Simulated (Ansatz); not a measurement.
FHIn, SMILES [F][InH], an atomisation energy

Program: Ansatz's Python interface.

The script reads `fhin.xyz`:
```text
3

F     1.06470    0.91850    0.67390
In   -0.55820    0.28460   -0.27170
H    -0.51750   -1.26790   -0.41550
```

Notebook, run cell by cell (the value of a cell's last expression is shown):

```python
from collections import Counter

import ansatz as az
```

```python
SETTINGS = {
    'basis': 'def2-SVP',
    'functional': 'r2scan',
    'vdw': 'd4',
}
```

```python
def total_energy(molecule, charge=0, unpaired=0):
    calc = (
        molecule.calculation()
        .basis(gaussian=SETTINGS['basis'])
        .functional(SETTINGS['functional'], dispersion=SETTINGS['vdw'])
    )
    if charge:
        calc = calc.charge(charge)
    if unpaired:
        calc = calc.spin('collinear', total=unpaired)
    report = calc.run(threads=1, backend='cpu').report
    if report['published_state_doubts']:
        print('  doubts:', report['published_state_doubts'])
    return report['free_energy_ev']
```

```python
fhin = az.Crystal.molecule_from_extxyz('fhin.xyz')
```

```python
unpaired = {'F': 1, 'In': 1, 'H': 1}
counts = Counter(site.symbol for site in fhin.cartesian_sites)
atom_energy = {s: total_energy(az.Crystal.molecule().atom(s, (0, 0, 0)), 0, unpaired[s]) for s in counts}
whole = total_energy(fhin, 0, 1)
for s, e in atom_energy.items():
    print(f'{s:2s} x{counts[s]}  {e:14.5f} eV')
print(f'FHIn: {whole:.5f} eV')
split = sum(counts[s] * e for s, e in atom_energy.items()) - whole
print(f'atomisation energy (no zero-point term): {23.060548 * split:.1f} kcal/mol, {split / sum(counts.values()):.3f} eV an atom')
```

    F  x1     -2710.22071 eV
    In x1     -5174.96998 eV
    H  x1       -13.58417 eV
    FHIn: -7904.82504 eV
    atomisation energy (no zero-point term): 139.5 kcal/mol, 2.017 eV an atom

139.5 kcal/mol from the electronic energies, without the zero-point term.

Caveats:
- Total energies depend on the basis set; only differences at equal settings carry meaning.
- The geometry is a force-field or estimated start, not a minimum of this method, and the basis set is short of its limit. All parts are taken at fixed geometry, without zero-point energy.
- def2 sets replace the cores of elements past krypton by effective core potentials.
- The species is open-shell (spin multiplicity 2).
- The spin-orbit lowering of heavy atoms is left out.
- Run time: 6.1 s on 1 thread of Arm Neoverse V1 (shared host), peak memory 0.19 GiB.
